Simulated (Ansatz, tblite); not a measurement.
# The cluster Ge2S4−: a ladder of methods and basis sets

An exercise on one series of results from a longer session: the logs are not shown, and one member is left open.

The runs use Ansatz 0.2.0, Gaussian basis; as each input shows.

Levels to be run: GFN1-xTB, GFN2-xTB, PBE-D4/def2-TZVPD, r2SCAN-D4/def2-TZVPD, r2SCANh-D4/def2-TZVPD, r2SCAN0-D4/def2-TZVPD, BLYP-D4/def2-TZVPD, PBE-D4/def2-SVPD, PBE0-D4/def2-SVPD, HF/STO-3G, MP2/def2-TZVPD, RPA/def2-TZVPD.

2 further runs of the same task are left out: 2 set aside as unsound or not needed.

### The geometry

The geometry is that of the doublet, from an earlier relaxation (PBE-D4/def2-SVPD). At that level it is the lowest of the isomers that a small search found.

6 atoms, charge -1, spin multiplicity 2.

Bond lengths: Ge1–S4 2.274 Å, Ge1–S5 2.277 Å, Ge2–S4 2.411 Å, Ge2–S5 2.412 Å, Ge2–S6 2.413 Å, S3–S6 2.024 Å. Angles: S4–Ge1–S5 96.2°, S4–Ge2–S5 89.2°, S4–Ge2–S6 94.5°, S5–Ge2–S6 91.9°, Ge1–S4–Ge2 86.2°, Ge1–S5–Ge2 86.1°, Ge2–S6–S3 102.6°.

The ion is computed in the gas phase, without counter-ions or solvent.

PBE0-D4/def2-TZVPD was run before; its log isn't repeated, and its numbers join the tables.

The first run:

Tight binding, by tblite at 300 K electronic temperature and without a spin-polarisation term:

```python
tblite.interface.Calculator('GFN1-xTB', numbers, positions, charge=-1, uhf=1).singlepoint()
```

Tight binding, by tblite at 300 K electronic temperature and without a spin-polarisation term:

```python
tblite.interface.Calculator('GFN2-xTB', numbers, positions, charge=-1, uhf=1).singlepoint()
```

start.molden holds the orbitals of an earlier run on this state, given as this run's starting guess.

File in.yaml:

```yaml
crystal:
  periodic: [false, false, false]
  atoms:
    - {symbol: Ge, position_ang: [1.720881, 0.536969, 2.028497]}
    - {symbol: Ge, position_ang: [-1.006459, 0.223047, 0.378672]}
    - {symbol: S, position_ang: [-1.544382, -0.324875, -3.006305]}
    - {symbol: S, position_ang: [0.843334, 1.769108, 0.331130]}
    - {symbol: S, position_ang: [0.269322, -1.207806, 1.841891]}
    - {symbol: S, position_ang: [-0.282706, -0.996444, -1.573895]}
basis:
  gaussian: {orbitals: def2-TZVPD, initial_orbitals: start.molden}
total_charge: -1
magnetization: {spin_polarized: true, initial_magnetization: 1}
hamiltonian: {xc: pbe, dispersion: d4}
scf: {omitted_lower_state_checks: [starts]}
output: {orbitals: {seedname: orbitals}}
```

On the command line:

```console
> ansatz run in.yaml --threads 4 --pin off --events-out ev --progress --plain --max-ram 4787MiB
```

Among the steps run: PBE-D4/def2-TZVPD; r2SCAN-D4/def2-TZVPD; r2SCANh-D4/def2-TZVPD; r2SCAN0-D4/def2-TZVPD; BLYP-D4/def2-TZVPD; PBE-D4/def2-SVPD; PBE0-D4/def2-SVPD; HF/STO-3G; MP2/def2-TZVPD; RPA/def2-TZVPD.

One of the session's tables, all rows but one given; the rest of the session is left out.

It belongs to the step «Levels side by side». 

| level | HOMO (eV) | LUMO (eV) | gap (eV) |
| --- | --- | --- | --- |
| HF/STO-3G | 0.78 | 9.77 | 8.99 |
| PBE-D4/def2-SVPD | -1.32 | -0.66 | 0.66 |
| PBE-D4/def2-TZVPD | -1.28 | -0.59 | 0.69 |
| BLYP-D4/def2-TZVPD | -1.12 | -0.46 | 0.67 |
| r2SCAN-D4/def2-TZVPD | ? | ? | ? |
| r2SCANh-D4/def2-TZVPD | -1.83 | -0.14 | 1.69 |
| PBE0-D4/def2-SVPD | -2.29 | 0.17 | 2.46 |
| PBE0-D4/def2-TZVPD | -2.23 | 0.26 | 2.49 |
| r2SCAN0-D4/def2-TZVPD | -2.35 | 0.38 | 2.73 |

Estimate the missing values for r2SCAN-D4/def2-TZVPD.

Worked estimate for «HOMO (eV)». Against the share of exact exchange, r2SCANh-D4/def2-TZVPD (0.1, -1.83), r2SCAN0-D4/def2-TZVPD (0.25, -2.35) give a slope of -3.47 per unit share; at 0 the line stands at -1.48.

**Answer.** HOMO (eV): -1.47; LUMO (eV): -0.47; gap (eV): 0.99. In «HOMO (eV)» the line misses by -0.01.

Limits of these values: The anion's highest level is positive in at least one run, so there the basis alone may hold the extra electron.
